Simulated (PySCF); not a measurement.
**C3H9BS (SMILES CSB(C)C): levels of theory compared**

Aim: a comparison of 3 runs (HF/STO-3G, r2SCAN/6-31G*, B3LYP/cc-pVDZ) of C3H9BS. The job is set up through a Python script.

Program for the calculation: PySCF 2.14.0.

**1. The molecule**

The species is C3H9BS (14 atoms), meant as a singlet with charge 0. SMILES: `CSB(C)C`. The coordinates come from a PBE0-D4/def2-TZVP relaxation.

Bond lengths: C1–S2 1.807 Å, S2–B3 1.786 Å, B3–C4 1.570 Å, B3–C5 1.569 Å, C1–H6 1.090 Å, C1–H7 1.089 Å, C1–H8 1.089 Å, C4–H9 1.093 Å, C4–H10 1.098 Å, C4–H11 1.092 Å, C5–H12 1.091 Å, C5–H13 1.096 Å, C5–H14 1.097 Å. Some angles: C1–S2–B3 105.9°, S2–B3–C4 122.3°, S2–B3–C5 115.8°, C4–B3–C5 121.9°, S2–C1–H6 110.9°, S2–C1–H7 107.4°, S2–C1–H8 111.0°, B3–C4–H9 113.5°, B3–C4–H10 109.2°, B3–C4–H11 112.4°.

**2. Energy and gradient at HF/STO-3G (run 1)**

Input file calc.py:

```python
from pyscf import gto, scf

mol = gto.M(
    atom='''
C     -1.719200     0.141600     1.566500
S     -0.630900     1.295000     0.700800
B      0.404000     0.292300    -0.354400
C      0.296200    -1.273100    -0.393400
C      1.452400     1.071900    -1.222700
H     -2.385800    -0.363300     0.868000
H     -2.317500     0.723000     2.267200
H     -1.142200    -0.597100     2.121400
H     -0.734300    -1.638200    -0.404700
H      0.753500    -1.689000     0.513500
H      0.825700    -1.706200    -1.245100
H      1.477300     2.151200    -1.062200
H      2.457100     0.672900    -1.041200
H      1.250700     0.889700    -2.285000
''',
    charge=0,
    verbose=4,
    max_memory=1860,
    basis='sto-3g',
)

calc0 = scf.RHF(mol)
calc0.conv_tol = 1e-10
calc0.kernel()
if not calc0.converged:
    calc0 = calc0.newton().run(calc0.mo_coeff, calc0.mo_occ)

energy = calc0.e_tot
print(f'total energy: {energy:.8f} hartree')
grad = calc0.nuc_grad_method().kernel()
calc0.analyze()
```

Launch:

```sh
$ OMP_NUM_THREADS=1 python calc.py
```

The log of the run:

```text
PySCF version 2.14.0

[... 85 lines left out ...]
Two-electron Energy =                  413.870854760472696
[... 9 lines left out ...]
MO #6   energy= -7.3966925077543   occ= 2
[... 7 lines left out ...]
MO #14  energy= -0.568505902939738 occ= 2
[... 7 lines left out ...]
MO #22  energy= -0.38596514293175  occ= 2
[... 7 lines left out ...]
MO #30  energy= 0.692962328108789  occ= 0
[... 7 lines left out ...]
MO #38  energy= 0.866260516015757  occ= 0
[... 55 lines left out ...]
Dipole moment(X, Y, Z, Debye): -0.30638, -0.86464,  0.23699
```

Wall time 5.4 s (1 thread of Intel Xeon at 2.70GHz, shared host); peak memory 0.12 GiB.

**3. Energy and forces at r2SCAN/6-31G(d) (spherical functions) (run 2)**

Input file input.py:

```python
# CSB(C)C
import pyscf.grad
from pyscf import gto, dft

mol = gto.M(
    atom='''
C   -1.719200   0.141600   1.566500
S   -0.630900   1.295000   0.700800
B    0.404000   0.292300  -0.354400
C    0.296200  -1.273100  -0.393400
C    1.452400   1.071900  -1.222700
H   -2.385800  -0.363300   0.868000
H   -2.317500   0.723000   2.267200
H   -1.142200  -0.597100   2.121400
H   -0.734300  -1.638200  -0.404700
H    0.753500  -1.689000   0.513500
H    0.825700  -1.706200  -1.245100
H    1.477300   2.151200  -1.062200
H    2.457100   0.672900  -1.041200
H    1.250700   0.889700  -2.285000
''',
    basis='6-31g*',
    max_memory=1860,
    charge=0,
    verbose=4,
    spin=0,
)

ks = dft.RKS(mol, xc='r2scan')
ks.grids.level = 5
ks.conv_tol = 1e-10
ks.kernel()
if not ks.converged:
    ks = ks.newton().run(ks.mo_coeff, ks.mo_occ)

e_tot = ks.e_tot
print('E = %.10f Eh' % e_tot)
grad = ks.Gradients().kernel()
dip = ks.dip_moment()
pop, q = ks.mulliken_pop()
```

Launch:

```sh
$ OMP_NUM_THREADS=1 python input.py
```

The log of the run:

```text
PySCF version 2.14.0

[... 87 lines left out ...]
converged SCF energy = -542.67098496095
[... 13 lines left out ...]
Dipole moment(X, Y, Z, Debye): -0.38544, -1.59262,  0.25415
[... 107 lines left out ...]
charge of   13H =      0.18639
```

It took 74 s on 1 thread of Intel Xeon at 2.70GHz, shared host; peak memory 0.95 GiB.

**4. Energy and gradient at B3LYP/cc-pVDZ (run 3)**

Input file input.py:

```python
from pyscf import gto, dft

mol = gto.Mole()
mol.atom = '''
C     -3.248817     0.267585     2.960256
S     -1.192228     2.447195     1.324320
B      0.763449     0.552367    -0.669719
C      0.559737    -2.405810    -0.743418
C      2.744638     2.025597    -2.310568
H     -4.508509    -0.686538     1.640282
H     -4.379440     1.366272     4.284387
H     -2.158445    -1.128355     4.008865
H     -1.387626    -3.095749    -0.764772
H      1.423909    -3.191747     0.970374
H      1.560347    -3.224251    -2.352898
H      2.791692     4.065179    -2.007267
H      4.643246     1.271597    -1.967583
H      2.363480     1.681289    -4.318024
'''
mol.max_memory = 1860
mol.verbose = 3
mol.basis = 'cc-pvdz'
mol.spin = 0
mol.unit = 'bohr'
mol.build()

mf = dft.RKS(mol)
mf.xc = 'b3lyp'
mf.conv_tol = 1e-10
mf.grids.level = 5
mf.kernel()
if not mf.converged:
    mf = mf.newton().run(mf.mo_coeff, mf.mo_occ)

energy = mf.e_tot
print('E = %.10f Eh' % energy)
grad = mf.nuc_grad_method().kernel()
mf.analyze()
```

Launch:

```sh
$ OMP_NUM_THREADS=1 python input.py
```

The log of the run:

```text
converged SCF energy = -542.8487073017
[... 28 lines left out ...]
MO #19  energy= -0.387124820507857 occ= 2
[... 19 lines left out ...]
MO #39  energy= 0.302564898455234  occ= 0
[... 19 lines left out ...]
MO #59  energy= 0.660754640479155  occ= 0
[... 19 lines left out ...]
MO #79  energy= 1.25861740323682   occ= 0
[... 19 lines left out ...]
MO #99  energy= 1.82739520490971   occ= 0
[... 19 lines left out ...]
MO #119 energy= 2.63427448065351   occ= 0
[... 15 lines left out ...]
Dipole moment(X, Y, Z, Debye): -0.42329, -1.30813,  0.30734
```

It took 87 s on 1 thread of Intel Xeon at 2.70GHz, shared host; peak memory 1.3 GiB.

**5. Overview of the runs**

```tsv
run	level	integration grid	energy (Eh)	dipole moment (D)	HOMO energy (eV)	LUMO energy (eV)	wall time
1	HF/STO-3G	–	-535.069739	0.95	-7.39	7.68	5.4 s
2	r2SCAN/6-31G* (spherical functions)	5	-542.670985	1.66	-6.20	-0.56	74 s
3	B3LYP/cc-pVDZ	5	-542.848707	1.41	-6.87	-0.16	87 s
```

**6. Summary of results**

| quantity | value |
| --- | --- |
| run 3: total energy | -542.84871 Eh |
| run 3: dipole moment | 1.41 D |
| run 3: HOMO energy | -6.87 eV |
| run 3: LUMO energy | -0.16 eV |
| run 3: HOMO–LUMO gap | 6.70 eV |
| run 3: largest force on an atom | 0.662 eV/Å |

The dipole moment (its size) runs from 0.95 D (HF/STO-3G) to 1.66 D (r2SCAN/6-31G*). The two ends differ in method and basis. The HOMO–LUMO gap runs from 5.63 eV (r2SCAN/6-31G*) to 15.07 eV (HF/STO-3G). Totals of different functionals can't be ranked against each other. In run 1 the basis is minimal, so the values are rough. All runs together took 2.8 min, the longest 87 s.
